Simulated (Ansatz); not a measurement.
# BC5: the cost of one run

Program: Ansatz 0.2.0. Level of theory: DFT PBE, scalar-relativistic, plane waves, PAW. These are calculated values, not measurements.

## 1. The starting structure

It takes space group P-62m (No. 189, hexagonal). Conventional cell: a = 4.929 Å, b = 4.929 Å, c = 4.550 Å, α = 90.00°, β = 90.00°, γ = 120.00°. Around B (site symmetry -62m) lie 12 C at 2.85 to 2.86 Å. C (site symmetry m2m) has 10 C at 2.77 to 3.01 Å and 2 B at 2.86 Å as nearest neighbours. C (site symmetry -6) has 9 C at 2.78 to 2.85 Å and 3 B at 2.85 Å as nearest neighbours.

Coordinates:

```cif
data_structure
_symmetry_space_group_name_H-M 'P 1'
_symmetry_Int_Tables_number 1
_cell_length_a 4.9288
_cell_length_b 4.9288
_cell_length_c 4.5497
_cell_angle_alpha 90.000
_cell_angle_beta 90.000
_cell_angle_gamma 120.000
_cell_volume 95.72
loop_
_atom_site_label
_atom_site_type_symbol
_atom_site_fract_x
_atom_site_fract_y
_atom_site_fract_z
_atom_site_occupancy
B1 B 0.00000 0.00000 0.50000 1
C1 C 0.64758 0.00000 0.00000 1
C2 C 0.35242 0.35242 0.00000 1
C3 C 0.00000 0.64758 0.00000 1
C4 C 0.66667 0.33333 0.50000 1
C5 C 0.33333 0.66667 0.50000 1
```

A structure generator made this guess: species swapped into a database cell of CeMg5 (P-62m, No. 189), with B on the Ce sites and C on the Mg sites. The dimensions are guesses.

## 2. The guess as it stands, on a coarse mesh

input.yaml reads:

```yaml
crystal:
  lattice:
    - [4.92883502, 0.0, 0.0]
    - [-2.46441751, 4.26849633, 0.0]
    - [0.0, 0.0, 4.54967223]
  atoms:
    - { symbol: B, position: [0.0, 0.0, 0.5] }
    - { symbol: C, position: [0.64758199, 0.0, 0.0] }
    - { symbol: C, position: [0.35241801, 0.35241801, 0.0] }
    - { symbol: C, position: [0.0, 0.64758199, 0.0] }
    - { symbol: C, position: [0.66666667, 0.33333333, 0.5] }
    - { symbol: C, position: [0.33333333, 0.66666667, 0.5] }
basis:
  ecutwfc: 420
kpoints:
  mp_grid: { grid: [6, 6, 4] }
hamiltonian:
  xc: pbe
scf:
  occupations: { method: gaussian, width: 0.1 }
  lower_state_search: "off"
output:
  forces: true
  stress: true
  eigenvalues: true
```

Run with:

```sh
ansatz run input.yaml --threads 1 --pin off --max-ram 2560MiB --backend cpu --events-out ev --progress --plain --runs-dir out
```

Q: Estimate wall time and peak memory on 1 thread of Arm Neoverse V2, shared host.

About 2.1 s, with a peak of 0.29 GiB.
